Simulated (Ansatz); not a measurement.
# BCl2FH3N: a barrier at many levels of theory

How high is the barrier of this step (B1–F6 formed, N2–H5 formed, B1–N2 loosened, H5–F6 broken), and how far do cheaper methods land from CCSD(T)?

Computed with Ansatz 0.2.0, Gaussian basis. Level: single points in def2-TZVPP on PBE0-D4/def2-TZVP structures.

Levels: SPW92, PBE-D4, BLYP-D4, r2SCAN-D4, B97M-V, PBE0-D4, B3LYP-D4, r2SCAN0-D4, BHLYP-D4, CAM-B3LYP-D4, wB97X-V, wB97M-V, B2PLYP, PBE-QIDH, RPA on PBE, Hartree-Fock, MP2, CCSD, CCSD(T). The reference is CCSD(T) at the basis limit, from triple and quadruple zeta. Zero-point energies come from PBE0-D4 vibrations.

Cores are frozen in the correlated methods. B3LYP uses VWN-RPA correlation. B2PLYP carries no dispersion term here.

23 further runs of the same task are left out: 23 set aside as unsound or not needed.

## Step 1: Start, saddle and end, as given

Charge 0, multiplicity 1. The folders r, ts and p hold the start, the saddle and the end; their coordinates stand in the first inputs.

| pair | r (Å) | ts (Å) | p (Å) |
| --- | --- | --- | --- |
| B1–F6 | 3.422 | 1.796 | 1.360 |
| N2–H5 | 1.875 | 1.387 | 1.017 |
| B1–N2 | 1.405 | 1.504 | 1.629 |
| H5–F6 | 0.936 | 1.081 | 2.615 |

## Step 2: wB97M-V/def2-TZVPP

Input file r/in.yaml:

```yaml
crystal:
  periodic: [false, false, false]
  atoms:
    - {symbol: B, position_ang: [-0.376349, 0.555357, -0.817306]}
    - {symbol: N, position_ang: [0.693073, -0.081106, -0.164785]}
    - {symbol: Cl, position_ang: [-1.376860, -0.350050, -1.931879]}
    - {symbol: Cl, position_ang: [-0.727780, 2.235162, -0.474075]}
    - {symbol: H, position_ang: [-0.146207, -0.740009, 1.377374]}
    - {symbol: F, position_ang: [-0.477039, -1.105513, 2.172845]}
    - {symbol: H, position_ang: [1.386383, 0.463332, 0.325095]}
    - {symbol: H, position_ang: [1.024677, -0.977275, -0.487269]}
basis:
  gaussian: {orbitals: def2-TZVPP}
hamiltonian: {xc: {name: wB97M-V}}
```

Input file ts/in.yaml:

```yaml
crystal:
  periodic: [false, false, false]
  atoms:
    - {symbol: B, position_ang: [-0.521130, 0.294069, -0.289497]}
    - {symbol: N, position_ang: [0.867859, -0.210786, -0.012633]}
    - {symbol: Cl, position_ang: [-1.458691, -0.575019, -1.516798]}
    - {symbol: Cl, position_ang: [-0.805452, 2.026767, -0.049654]}
    - {symbol: H, position_ang: [0.092113, -0.621469, 1.061095]}
    - {symbol: F, position_ang: [-0.958146, -0.476975, 1.272431]}
    - {symbol: H, position_ang: [1.570112, 0.492352, 0.168266]}
    - {symbol: H, position_ang: [1.213234, -0.929040, -0.633208]}
basis:
  gaussian: {orbitals: def2-TZVPP}
hamiltonian: {xc: {name: wB97M-V}}
```

Input file p/in.yaml:

```yaml
crystal:
  periodic: [false, false, false]
  atoms:
    - {symbol: B, position_ang: [-0.750194, 0.227016, -0.010706]}
    - {symbol: N, position_ang: [0.795152, -0.270147, 0.129993]}
    - {symbol: Cl, position_ang: [-1.489909, -0.888507, -1.267331]}
    - {symbol: Cl, position_ang: [-0.633116, 1.976837, -0.553854]}
    - {symbol: H, position_ang: [0.819390, -1.242176, 0.429562]}
    - {symbol: F, position_ang: [-1.290588, 0.080049, 1.228417]}
    - {symbol: H, position_ang: [1.283331, 0.307390, 0.810651]}
    - {symbol: H, position_ang: [1.265833, -0.190563, -0.766732]}
basis:
  gaussian: {orbitals: def2-TZVPP}
hamiltonian: {xc: {name: wB97M-V}}
```

No record of the launch command was kept for these runs.

The runs that follow: CCSD(T)/def2-TZVPP; MP2/def2-QZVPP; Vibrations of the start structure; Vibrations of the end structure.

Q: Predict the outcome of this session. Wanted: barrier, CCSD(T)/CBS; reverse barrier, CCSD(T)/CBS; step energy, CCSD(T)/CBS; barrier with zero-point energy; step energy with zero-point energy; imaginary mode at the saddle; largest T1 diagnostic.

The runs gave:

| quantity | value |
| --- | --- |
| barrier, CCSD(T)/CBS | 0.843 eV |
| reverse barrier, CCSD(T)/CBS | 1.844 eV |
| step energy, CCSD(T)/CBS | -1.001 eV |
| barrier with zero-point energy | 0.780 eV |
| step energy with zero-point energy | -0.901 eV |
| imaginary mode at the saddle | 800i cm⁻¹ |
| largest T1 diagnostic | 0.011 |

**Reading.** The functionals run from B3LYP-D4, off by -0.001 eV, to SPW92, off by -0.513 eV, against CCSD(T)/CBS. By rung, the mean size of the error is: LDA 0.513, GGA 0.129, meta-GGA 0.103, hybrid 0.077, range-separated hybrid 0.098, double hybrid 0.037 eV. PBE-D4 gives a barrier 0.205 eV too low, outside chemical accuracy (1 kcal/mol, 0.043 eV). Every functional without exact exchange puts the forward barrier too low. The barrier rises with the share of exact exchange, from BLYP-D4 through B3LYP-D4 to BHLYP-D4 (-0.054, -0.001, +0.093 eV). Hartree-Fock, with no correlation, is off by +0.438 eV. Zero-point motion lowers the barrier by 0.063 eV.
